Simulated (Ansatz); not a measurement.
**BClGaH3S: up Jacob's ladder to CCSD(T)**

One table from this session's results is given with a row withheld; the runs are named, their logs left out.

Program: Ansatz 0.2.0, Gaussian basis. Level of theory: functionals in def2-TZVPP, the program's frozen cores in correlated methods. These are calculated values, not measurements.

The runs, in order: LDA (SPW92), PBE-D4, revPBE-D4, BLYP-D4, r2SCAN-D4, B97M-V, PBE0-D4, B3LYP-D4, r2SCANh-D4, r2SCAN0-D4, HSE06-D4, BHLYP-D4, CAM-B3LYP-D4, LC-ωPBE, ωB97X-V, ωB97M-V, B2PLYP, PBE-QIDH; CCSD(T)/def2-SVP; CCSD(T)/def2-TZVPP; MP2/def2-QZVPP; extrapolation to the limit; RPA on PBE.

## The relaxed structure

All runs share one geometry, relaxed beforehand with PBE0-D4 in a triple-zeta def2 set.

SMILES `B[S][GaH][Cl]`, 7 atoms, charge 0, spin multiplicity 1.

Atoms are counted from 1 here; the program's logs count them from 0.

Bond lengths: B1–S2 1.782 Å, B1–H5 1.195 Å, B1–H6 1.192 Å, S2–Ga3 2.210 Å, Ga3–Cl4 2.139 Å, Ga3–H7 1.550 Å. Angles: S2–B1–H5 121.7°, S2–B1–H6 116.9°, H5–B1–H6 121.4°, B1–S2–Ga3 98.3°, S2–Ga3–Cl4 114.7°, S2–Ga3–H7 124.7°, Cl4–Ga3–H7 120.6°.

The first run:

Contents of in.yaml:

```yaml
crystal:
  periodic: [false, false, false]
  atoms:
    - {symbol: B, position_ang: [-0.699051, 1.388993, 0.445337]}
    - {symbol: S, position_ang: [-1.324094, -0.224493, 0.019196]}
    - {symbol: Ga, position_ang: [0.608501, -1.216222, -0.389916]}
    - {symbol: Cl, position_ang: [0.453144, -3.268882, -0.970613]}
    - {symbol: H, position_ang: [0.470834, 1.630190, 0.440206]}
    - {symbol: H, position_ang: [-1.503353, 2.219564, 0.736793]}
    - {symbol: H, position_ang: [1.994008, -0.529149, -0.281003]}
basis:
  gaussian: {orbitals: def2-TZVPP}
hamiltonian: {xc: lda}
output: {orbitals: {seedname: orbitals}}
```

The run is started by

```bash
> ansatz run in.yaml --threads 2 --pin off --events-out ev --progress --plain --max-ram 4352MiB
```

Steps of the session up to this table: LDA; PBE-D4 (GGA); revPBE-D4 (GGA); BLYP-D4 (GGA); r2SCAN-D4 (meta-GGA); B97M-V (meta-GGA); PBE0-D4 (hybrid); B3LYP-D4 (hybrid); r2SCANh-D4 (hybrid); r2SCAN0-D4 (hybrid); HSE06-D4 (hybrid); BHLYP-D4 (hybrid); CAM-B3LYP-D4 (range-separated); LC-ωPBE (range-separated); ωB97X-V (range-separated); ωB97M-V (range-separated); B2PLYP (double hybrid); PBE-QIDH (double hybrid).

One table of the session follows, with a row left open; its other results are not shown here.

It belongs to the step «Orbital energies across the functionals». 

| functional | HOMO (eV) | LUMO (eV) | gap (eV) |
| --- | --- | --- | --- |
| LDA (SPW92) | -7.32 | -3.13 | 4.19 |
| PBE-D4 | ? | ? | ? |
| revPBE-D4 | -7.16 | -2.72 | 4.44 |
| BLYP-D4 | -7.07 | -2.69 | 4.37 |
| r2SCAN-D4 | -7.50 | -2.57 | 4.93 |
| B97M-V | -7.58 | -2.64 | 4.94 |
| PBE0-D4 | -8.43 | -1.96 | 6.47 |
| B3LYP-D4 | -8.20 | -2.17 | 6.03 |
| r2SCANh-D4 | -7.94 | -2.26 | 5.68 |
| r2SCAN0-D4 | -8.61 | -1.80 | 6.81 |
| HSE06-D4 | -8.03 | -2.33 | 5.70 |
| BHLYP-D4 | -9.52 | -1.05 | 8.47 |
| CAM-B3LYP-D4 | -9.71 | -0.95 | 8.76 |
| LC-ωPBE | -11.05 | 0.18 | 11.23 |
| ωB97X-V | -10.71 | 0.08 | 10.78 |
| ωB97M-V | -10.53 | -0.12 | 10.41 |

Estimate the missing values for PBE-D4.

As computed: HOMO (eV): -7.21; LUMO (eV): -2.84; gap (eV): 4.37. In the column «HOMO (eV)» it lies between LDA (SPW92) (-7.32) and revPBE-D4 (-7.16).
